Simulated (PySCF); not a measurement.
# Ways to converge the SCF of LiCa

The same problem is solved with other solver options, one edit a run.

Method: each script names its method and basis; program: PySCF 2.14.0.

1 further run of the same task is left out (it didn't finish).

## Step 1: The system as given

LiCa: 2 atoms, charge 0, spin multiplicity 2.

Bond lengths: Li1–Ca2 2.731 Å.

## Step 2: The base run

input.py

```python
from pyscf import gto, scf, mp

mol = gto.M(
    atom='Li 0 0 0; Ca 0 0 2.731',
    basis='def2-svp',
    charge=0,
    spin=1,
    symmetry=True,
    verbose=3,
)
mf = scf.UHF(mol)
mf = mf.density_fit(auxbasis='def2-universal-jkfit')
mf.kernel()
mp.MP2(mf, frozen=5).kernel()
mf.dip_moment()
print('orbital energies (hartree):', [e[max(0, n-3):n+3].round(4) for e, n in zip(mf.mo_energy, mol.nelec)])
```

Command:

```sh
python input.py
```

Its log is not repeated here.

Base result: E(SCF) = -684.067707 Eh, E(MP2) − E(SCF) = -0.12484 Eh, ⟨S²⟩ = 0.863, μ = 0.49 D (of the SCF density).

The bond length is a typed value, not an optimised one.

## Step 3: Damping 0.8

Run 1 changes damping: none → 0.8.

input.py

```python
from pyscf import gto, scf, mp

mol = gto.M(
    atom='Li 0 0 0; Ca 0 0 2.731',
    basis='def2-svp',
    charge=0,
    spin=1,
    symmetry=True,
    verbose=3,
)
mf = scf.UHF(mol)
mf = mf.density_fit(auxbasis='def2-universal-jkfit')
mf.damp = 0.8
mf.diis_start_cycle = 8
mf.kernel()
mp.MP2(mf, frozen=5).kernel()
mf.dip_moment()
print('orbital energies (hartree):', [e[max(0, n-3):n+3].round(4) for e, n in zip(mf.mo_energy, mol.nelec)])
```

Command:

```sh
python input.py
```

## Step 4: Convergence threshold 0.001 hartree

Run 2 changes convergence threshold: default → 0.001 hartree.

Edit input.py of step 2 so:

```diff
@@ -12,2 +12,3 @@
 mf = mf.density_fit(auxbasis='def2-universal-jkfit')
+mf.conv_tol = 0.001
 mf.kernel()
```

## Step 5: Smearing width 0.005 hartree

Run 3 changes smearing width: none → 0.005 hartree; step after the SCF: mp2 → none.

Edit input.py of step 2 so:

```diff
@@ -1,2 +1,2 @@
-from pyscf import gto, scf, mp
+from pyscf import gto, scf
 
@@ -12,4 +12,4 @@
 mf = mf.density_fit(auxbasis='def2-universal-jkfit')
+mf = scf.addons.smearing_(mf, sigma=0.005, method='fermi')
 mf.kernel()
-mp.MP2(mf, frozen=5).kernel()
 mf.dip_moment()
```

## Step 6: Smearing width 0.001 hartree

Run 4 changes smearing width: none → 0.001 hartree; step after the SCF: mp2 → none.

Edit input.py of step 2 so:

```diff
@@ -1,2 +1,2 @@
-from pyscf import gto, scf, mp
+from pyscf import gto, scf
 
@@ -12,4 +12,4 @@
 mf = mf.density_fit(auxbasis='def2-universal-jkfit')
+mf = scf.addons.smearing_(mf, sigma=0.001, method='fermi')
 mf.kernel()
-mp.MP2(mf, frozen=5).kernel()
 mf.dip_moment()
```

Q: Predict the outcome of this session. Wanted: for each run, E(SCF); from base; gap, α spin; SCF dipole; after the SCF.

As calculated:

```tsv
run	E(SCF) (hartree)	from base (eV)	gap, α spin (eV)	SCF dipole (D)	after the SCF
base	-684.067707	0	5.50	0.49	MP2 correlation -3.397 eV, core frozen
damping 0.8	-684.067707	0.0000	5.50	0.49	MP2 correlation -3.397 eV, core frozen
convergence threshold 0.001 hartree	-684.067510	not comparable	5.42	0.28	MP2 correlation -3.432 eV, core frozen
smearing width 0.005 hartree	-684.021334	not comparable	n/a	0.26	n/a
smearing width 0.001 hartree	-684.021334	not comparable	n/a	0.26	n/a
```

**Reading.** With damping 0.8 the SCF ends at the base energy. Rows marked «poor choice» come from settings spoiled on purpose.
